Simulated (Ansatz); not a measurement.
# Te4Mo2WS2: the cost of one run

Computed with Ansatz 0.2.0 (DFT r2SCAN, scalar-relativistic, plane waves, PAW, unless a step's input says otherwise).

## Step 1: Starting point

Symmetry: P-6m2, No. 187, hexagonal system. The conventional cell has a = 3.423 Å, b = 3.423 Å, c = 31.605 Å, α = 90.00°, β = 90.00°, γ = 120.00°. Around Te (site symmetry 3m) lie 3 Mo at 2.71 Å. Mo (site symmetry 3m) has 6 Te at 2.71 Å as nearest neighbours. W (site symmetry -6m2) has 6 S at 2.48 Å as nearest neighbours. S (site symmetry 3m) has 3 W at 2.48 Å as nearest neighbours.

Structure file:

```
Te Mo W S
1.0
     3.42276    0.00000    0.00000
    -1.71138    2.96419    0.00000
     0.00000    0.00000   31.60516
Te Mo W S
4 2 1 2
Direct
  0.66667 0.33333 0.70984
  0.66667 0.33333 0.17247
  0.66667 0.33333 0.82753
  0.66667 0.33333 0.29016
  0.33333 0.66667 0.76868
  0.33333 0.66667 0.23132
  0.66667 0.33333 0.00000
  0.33333 0.66667 0.04751
  0.33333 0.66667 0.95249
```

The structure comes from the Materials Project (structure only).

## Step 2: Ground state at the listed geometry

Input file input.yaml:

```yaml
crystal:
  lattice:
    - [3.4227563057, 0.0, 0.0]
    - [-1.7113781529, 2.9641939117, 0.0]
    - [0.0, 0.0, 31.605159]
  atoms:
    - { symbol: Te, position: [0.66666667, 0.33333333, 0.709841] }
    - { symbol: Te, position: [0.66666667, 0.33333333, 0.172474] }
    - { symbol: Te, position: [0.66666667, 0.33333333, 0.827526] }
    - { symbol: Te, position: [0.66666667, 0.33333333, 0.290159] }
    - { symbol: Mo, position: [0.33333333, 0.66666667, 0.768683] }
    - { symbol: Mo, position: [0.33333333, 0.66666667, 0.231317] }
    - { symbol: W, position: [0.66666667, 0.33333333, 0.0] }
    - { symbol: S, position: [0.33333333, 0.66666667, 0.047509] }
    - { symbol: S, position: [0.33333333, 0.66666667, 0.952491] }
basis:
  ecutwfc: 500
  fft_grid_basis: typed
kpoints:
  mp_grid: { grid: [9, 9, 1] }
hamiltonian:
  xc: r2scan
  pseudopotentials: { kind: paw }
scf:
  occupations: { method: gaussian, width: 0.05 }
output:
  forces: true
  stress: true
  eigenvalues: true
  bader: true
  write_density: true
  volumetric_format: npy
  elf: true
```

Command:

```
$ ansatz run input.yaml --threads 2 --pin off --max-ram 4096MiB --backend cpu --events-out ev --progress --plain --runs-dir out
```

**Question.** How long does this run take on 2 threads of Arm Neoverse N1, shared host, and how much memory does it need?

About 2.1 min, with a peak of 1.2 GiB.
